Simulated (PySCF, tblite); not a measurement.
**C₇H₇ClO: infrared bands and NMR shifts**

Wanted: the infrared bands and NMR shifts of C₇H₇ClO (`COC1=CC=C/C1=C/Cl`), by calculation.

Computed with tblite 0.8.0 and PySCF 2.14.0, with density-fitted response routines of our own, on a single molecule in the gas phase. Atoms are numbered from 0 throughout.

**1. The starting structure**

16 atoms, charge 0, multiplicity 1; geometry from: GFN2-xTB.

Bonds of the start (Å): C0–O1 1.41, O1–C2 1.35, C2–C3 1.35, C3–C4 1.45, C4–C5 1.35, C5–C6 1.46, C6–C7 1.34, C7–Cl8 1.70, C6–C2 1.47, C0–H9 1.09, C0–H10 1.09, C0–H11 1.09, C3–H12 1.07, C4–H13 1.07, C5–H14 1.07, C7–H15 1.08.

**2. Infrared spectrum with GFN2-xTB**

The job: settings as JSON, then the geometry in Å.

```
{"job": {"kind": "ir", "xc": "GFN2-xTB", "basis": "xTB"}, "charge": 0, "multiplicity": 1}
C      2.554154    -0.012203     0.136324
O      1.342656     0.685810     0.293178
C      0.218818    -0.008304     0.010868
C      0.036146    -1.282433    -0.402415
C     -1.387479    -1.511635    -0.555491
C     -2.068489    -0.393509    -0.242790
C     -1.104100     0.630628     0.136871
C     -1.401771     1.878954     0.516082
Cl    -0.252168     3.050902     0.956510
H      3.346318     0.688899     0.392241
H      2.598328    -0.877728     0.804959
H      2.682663    -0.350819    -0.896654
H      0.785340    -2.025860    -0.596854
H     -1.803651    -2.450101    -0.873814
H     -3.129152    -0.237421    -0.255837
H     -2.425211     2.223763     0.565411
```

**Question.** This job is followed by: GIAO PBE0/pcSseg-1 NMR shielding, non-relativistic, gas phase. Predict these results of the whole session: strongest single infrared mode (GFN2-xTB); zero-point energy (GFN2-xTB); ¹³C shifts against TMS (PBE0/pcSseg-1); ¹H shifts against TMS (PBE0/pcSseg-1, means over atoms taken as alike); ¹⁷O shifts against H2O (PBE0/pcSseg-1); ³⁵Cl shifts against HCl (PBE0/pcSseg-1).

As calculated:

| quantity | value |
| --- | --- |
| strongest single infrared mode (GFN2-xTB) | 1645 cm⁻¹, 243 km/mol |
| zero-point energy (GFN2-xTB) | 74.0 kcal/mol |
| ¹³C shifts against TMS (PBE0/pcSseg-1) | 165.6, 147.5, 142.4, 138.1, 116.6, 104.9, 57.4 ppm |
| ¹H shifts against TMS (PBE0/pcSseg-1, means over atoms taken as alike) | 6.89, 6.36, 5.60, 5.25, 3.91 ppm |
| ¹⁷O shifts against H2O (PBE0/pcSseg-1) | 114.3 ppm |
| ³⁵Cl shifts against HCl (PBE0/pcSseg-1) | 249 ppm |

In words: No mode is imaginary among the 42: a minimum at this level. The strongest single mode, at 1645 cm⁻¹, is spread over several atoms, C6, C7, C2 among them. GFN2-xTB is a fitted tight-binding method: band positions and strengths are rough. Its intensities can rank the bands wrongly. At PBE0/pcSseg-1: The largest span, 384 ppm, is at Cl8, where the paramagnetic term is -446 ppm.
